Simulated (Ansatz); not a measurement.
# Pt (fcc type): the cost of one run

Method: DFT, PBEsol, PAW with Ansatz's default frozen-core files, scalar-relativistic, in Ansatz 0.2.0.

### 1 The system as given

The structure is cubic, space group Fm-3m (No. 225). The conventional cell has a = 3.923 Å, b = 3.923 Å, c = 3.923 Å, α = 90.00°, β = 90.00°, γ = 90.00°. Around Pt (site symmetry m-3m) lie 12 Pt at 2.77 Å.

Structure file:

```cif
data_structure
_symmetry_space_group_name_H-M 'P 1'
_symmetry_Int_Tables_number 1
_cell_length_a 2.7738
_cell_length_b 2.7738
_cell_length_c 2.7738
_cell_angle_alpha 60.000
_cell_angle_beta 60.000
_cell_angle_gamma 60.000
_cell_volume 15.09
loop_
_atom_site_label
_atom_site_type_symbol
_atom_site_fract_x
_atom_site_fract_y
_atom_site_fract_z
_atom_site_occupancy
Pt1 Pt 0.00000 0.00000 0.00000 1
```

### 2 Bulk cell relaxed, PAW

Contents of input.yaml:

```yaml
crystal:
  lattice:
    - [0.0, 1.9613408845, 1.9613408845]
    - [1.9613408845, 0.0, 1.9613408845]
    - [1.9613408845, 1.9613408845, 0.0]
  atoms:
    - { symbol: Pt, position: [0.0, 0.0, 0.0] }
kpoints:
  mp_grid: { grid: [19, 19, 19] }
scf:
  occupations: { method: fermi_dirac, width: 0.1 }
hamiltonian:
  xc: pbesol
  pseudopotentials: { kind: paw }
output:
  forces: true
  stress: true
relax:
  f_tol: 0.005
  max_steps: 40
  cell: {}
```

Started as:

```bash
$ ansatz run input.yaml --threads 2 --pin off --max-ram 4096MiB --backend cpu --events-out ev --progress --plain --runs-dir out
```

**Question.** How long does this run take on 2 threads of Intel Xeon 6975P-C (Granite Rapids), shared host, and how much memory does it need?

About 2.2 s, with a peak of 0.35 GiB.
